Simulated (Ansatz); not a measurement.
# BGeHO (triplet): from Hartree-Fock to the top rungs, cc-pVTZ

The task here is to estimate one member of a computed series from the others.

Program: Ansatz 0.2.0, Gaussian basis. Level of theory: cc-pVTZ, core rule «outside noble gas», up to 16 orbitals frozen. These are calculated values, not measurements.

The runs, in order: UHF; CCSD(T) on ROHF; CCSD(T) on UHF; BCCD(T) on ROHF; CCSDT(Q) on ROHF; CCSDT(Q) on UHF.

4 further runs of the same task are left out: 4 set aside as unsound or not needed. Runs told in other sessions of the task aren't counted.

## The system

The geometry is a PBE0/def2-TZVP stationary point (not a proven minimum). No spin-orbit coupling is included. The filled d shell of Ge may be among the frozen orbitals whatever the setting's name suggests.

4 atoms, charge 0, spin multiplicity 3.

Atoms are counted from 1 here; the program's logs count them from 0.

Bond lengths: B1–Ge2 2.020 Å, Ge2–O3 1.643 Å, Ge2–H4 1.543 Å. Angles: B1–Ge2–O3 123.0°, B1–Ge2–H4 111.0°, O3–Ge2–H4 126.0°.

The first run:

Contents of in.yaml:

```yaml
crystal:
  periodic: [false, false, false]
  atoms:
    - {symbol: B, position_ang: [0.000000, -0.774100, 1.802429]}
    - {symbol: Ge, position_ang: [0.000000, 0.212658, 0.039677]}
    - {symbol: O, position_ang: [0.000000, -0.552059, -1.414527]}
    - {symbol: H, position_ang: [0.000000, 1.740121, 0.261323]}
basis:
  gaussian: {orbitals: cc-pVTZ}
magnetization: {spin_polarized: true, initial_magnetization: 2}
hamiltonian: {xc: hf}
output: {orbitals: {seedname: orbitals}}
```

Command:

```console
$ ansatz run in.yaml --threads 1 --pin off --events-out ev --progress --plain --max-ram 4096MiB --backend cpu
```

Steps of the session up to this table: UHF; CCSD(T) on ROHF; CCSD(T) on UHF; BCCD(T) on ROHF; CCSDT(Q) on ROHF; CCSDT(Q) on UHF.

One table of the session follows, with a row left open; its other results are not shown here.

| method | from RCCSDT(Q) (meV) |
| --- | --- |
| ROHF | ? |
| UHF | +11870.5 |
| RMP2 | +1106.5 |
| UMP2 | +1242.8 |
| RCCSD | +695.1 |
| UCCSD | +688.3 |
| RCCSD(T) | +88.7 |
| UCCSD(T) | +103.0 |
| BCCD(T) | +80.7 |
| RCCSDT | +39.4 |
| UCCSDT | +40.7 |
| RCCSDT(Q) | 0 |
| UCCSDT(Q) | -29.4 |

Estimate the missing values for ROHF.

**Answer.** from RCCSDT(Q) (meV): +11966.9. In the column «from RCCSDT(Q) (meV)» it is the highest.

With the free atoms at the same levels and basis (separate runs), the atomisation energy is 8.954 eV at RCCSDT(Q), 8.901 eV at RCCSD(T), 8.873 eV at UCCSD(T), 5.416 eV at ROHF.

Limits of these values: Restricted and unrestricted rows rest on different reference determinants; a gap between their highest levels can come from leftover correlation error, from unlike frozen cores or from another state.
